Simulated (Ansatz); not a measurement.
# C3H7Si: the cost of one run

Method: UHF/STO-3G, in Ansatz 0.2.0.

## (1) Starting point

Bond lengths: C1–Si2 1.748 Å, C3–C4 1.357 Å, C1–H5 1.084 Å, C1–H6 1.080 Å, Si2–H7 1.449 Å, C3–H8 1.078 Å, C3–H9 1.080 Å, C4–H10 1.080 Å, C4–H11 1.078 Å. Angles: C1–Si2–H7 156.3°, Si2–C1–H5 121.9°, Si2–C1–H6 123.1°, H5–C1–H6 115.0°, C3–C4–H10 121.8°, C3–C4–H11 121.3°, H10–C4–H11 115.7°, C4–C3–H8 121.3°, C4–C3–H9 121.8°, H8–C3–H9 115.7°.

As a file:

```xyz
11

C    -1.2832    1.3649   -0.5683
Si    0.3669    1.1121   -0.0496
C     0.2886   -0.9784    0.9361
C     0.6553   -1.1675   -0.3564
H    -1.9889    0.5466   -0.6541
H    -1.6788    2.3370   -0.8223
H     1.7245    1.4904    0.2882
H    -0.7322   -1.1138    1.2539
H     1.0181   -0.8963    1.7283
H     1.6925   -1.2381   -0.6496
H    -0.0628   -1.4568   -1.1061
```

## (2) Relaxing the start

input.yaml reads:

```yaml
crystal:
  periodic: [false, false, false]
  atoms:
    - { symbol: C, position_ang: [-1.28317, 1.3649, -0.56833] }
    - { symbol: Si, position_ang: [0.36688, 1.11211, -0.04964] }
    - { symbol: C, position_ang: [0.28858, -0.97843, 0.93606] }
    - { symbol: C, position_ang: [0.65528, -1.1675, -0.3564] }
    - { symbol: H, position_ang: [-1.98892, 0.54662, -0.65413] }
    - { symbol: H, position_ang: [-1.67877, 2.33698, -0.82227] }
    - { symbol: H, position_ang: [1.72449, 1.49036, 0.28823] }
    - { symbol: H, position_ang: [-0.73221, -1.11382, 1.25394] }
    - { symbol: H, position_ang: [1.01814, -0.89633, 1.72829] }
    - { symbol: H, position_ang: [1.69248, -1.23807, -0.64962] }
    - { symbol: H, position_ang: [-0.06276, -1.45682, -1.10613] }
total_charge: 1
magnetization:
  spin_polarized: true
basis:
  gaussian: { orbitals: STO-3G }
hamiltonian:
  xc: hf
relax:
  f_tol: 0.02
  max_steps: 40
```

On the command line:

```bash
ansatz run input.yaml --threads 1 --pin off --max-ram 2048MiB --backend cpu --events-out ev --progress --plain --runs-dir out
```

What time and memory should one allow on 1 thread of an Arm CPU, shared host?

About 11 s, with a peak of 0.09 GiB.
